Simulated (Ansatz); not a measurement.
# CH6BrFN2Si: the cost of one run

Method: RKS PBE/def2-SVP, in Ansatz 0.2.0.

## Step 1: Starting point

Bond lengths: N1–C2 1.474 Å, C2–N3 1.427 Å, C2–Si4 1.887 Å, Si4–F5 1.621 Å, Si4–Br6 2.201 Å, N1–H7 1.005 Å, N1–H8 0.974 Å, C2–H9 1.142 Å, N3–H10 1.042 Å, N3–H11 0.989 Å, Si4–H12 1.546 Å. Angles (14 of 18 angles, heavy atoms first): N1–C2–N3 99.8°, N1–C2–Si4 117.3°, N3–C2–Si4 112.3°, C2–Si4–F5 108.8°, C2–Si4–Br6 110.9°, F5–Si4–Br6 110.0°, N1–C2–H9 109.2°, N3–C2–H9 109.7°, Si4–C2–H9 108.3°, C2–N1–H7 107.2°, C2–N1–H8 105.6°, C2–N3–H10 110.6°, C2–N3–H11 112.2°, C2–Si4–H12 111.0°.

As a file:

```xyz
12

N    -0.3774   -1.5652    0.5987
C     0.0210   -0.1468    0.5728
N     1.3891   -0.2848    0.1920
Si   -0.9316    0.9995   -0.5852
F    -0.8026    0.4356   -2.1000
Br   -0.1497    3.0540   -0.4763
H    -0.2368   -1.9299   -0.3272
H     0.2562   -2.0051    1.1939
H    -0.0423    0.2795    1.6301
H     1.8956    0.6173    0.3138
H     1.4890   -0.5423   -0.7578
H    -2.4334    1.0329   -0.2208
```

## Step 2: Relaxing end A

The input, input.yaml:

```yaml
crystal:
  periodic: [false, false, false]
  atoms:
    - { symbol: "N", position_ang: [-0.3774, -1.5652, 0.5987] }
    - { symbol: C, position_ang: [0.021, -0.1468, 0.5728] }
    - { symbol: "N", position_ang: [1.3891, -0.2848, 0.192] }
    - { symbol: Si, position_ang: [-0.9316, 0.9995, -0.5852] }
    - { symbol: F, position_ang: [-0.8026, 0.4356, -2.1] }
    - { symbol: Br, position_ang: [-0.1497, 3.054, -0.4763] }
    - { symbol: H, position_ang: [-0.2368, -1.9299, -0.3272] }
    - { symbol: H, position_ang: [0.2562, -2.0051, 1.1939] }
    - { symbol: H, position_ang: [-0.0423, 0.2795, 1.6301] }
    - { symbol: H, position_ang: [1.8956, 0.6173, 0.3138] }
    - { symbol: H, position_ang: [1.489, -0.5423, -0.7578] }
    - { symbol: H, position_ang: [-2.4334, 1.0329, -0.2208] }
basis:
  gaussian: { orbitals: def2-SVP }
hamiltonian:
  xc: pbe
relax:
  f_tol: 0.015
  max_steps: 40
output:
  orbitals: {}
```

On the command line:

```console
$ ansatz run input.yaml --threads 2 --pin off --max-ram 3072MiB --backend cpu --events-out ev --progress --plain --runs-dir out
```

Q: Estimate wall time and peak memory on 2 threads of Arm Neoverse V2, shared host.

About 47 s, with a peak of 0.2 GiB.
